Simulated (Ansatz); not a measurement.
# Zr (sc type): a single-point run

Wanted: a converged single-point run for Zr (sc type), and a check of what comes out.

Computed with Ansatz 0.2.0 (DFT, PBEsol, all-electron LAPW, scalar-relativistic, unless a step's input says otherwise).

## 1. The starting structure

The structure is cubic, space group Pm-3m (No. 221). Conventional cell: a = 2.201 Å, b = 2.201 Å, c = 2.201 Å, α = 90.00°, β = 90.00°, γ = 90.00°. Around Zr (site symmetry m-3m) lie 6 Zr at 2.20 Å.

Structure file:

```xyz
1
Lattice="2.2012 0.0000 0.0000 0.0000 2.2012 0.0000 0.0000 0.0000 2.2012" Properties=species:S:1:pos:R:3 pbc="T T T"
Zr    0.0000    0.0000    0.0000
```

## 2. The run

Contents of input.yaml:

```yaml
crystal:
  lattice:
    - [2.2011536557, 0.0, 0.0]
    - [0.0, 2.2011536557, 0.0]
    - [0.0, 0.0, 2.2011536557]
  atoms:
    - { symbol: Zr, position: [0.0, 0.0, 0.0] }
kpoints:
  mp_grid: { grid: [13, 12, 14] }
  band_path:
    path:
      - [0.0, 0.0, 0.0]
      - [0.0, 0.5, 0.0]
      - [0.5, 0.5, 0.0]
      - [0.0, 0.0, 0.0]
      - [0.5, 0.5, 0.5]
      - [0.0, 0.5, 0.0]
      - [0.5, 0.5, 0.5]
      - [0.5, 0.5, 0.0]
    npoints: 8
scf:
  occupations: { method: fermi_dirac, width: 0.1 }
  max_iter: 60
hamiltonian:
  xc: pbesol
  pseudopotentials: { kind: all_electron, lapw: { basis_error: 0.001 } }
output:
  forces: true
  stress: true
  eigenvalues: true
  populations: true
```

Run with:

```sh
$ ansatz run input.yaml --threads 1 --pin off --max-ram 2048MiB --backend cpu --events-out ev --progress --plain --runs-dir out
```

Q: Will this input give a usable result? If not, why, and what should change?

The run converged and reported no error, with warnings (symmetry narrowed by mesh). It gives a pressure of 288 GPa, which is large; a structure far from rest gives such values too, whatever the setting.

The suspect setting: kpoints.mp_grid.grid is [13, 12, 14]. The mesh doesn't respect the lattice's symmetry: fewer operations survive, and spurious anisotropy appears.

Run again and compare: set kpoints.mp_grid.grid to [13, 13, 13].
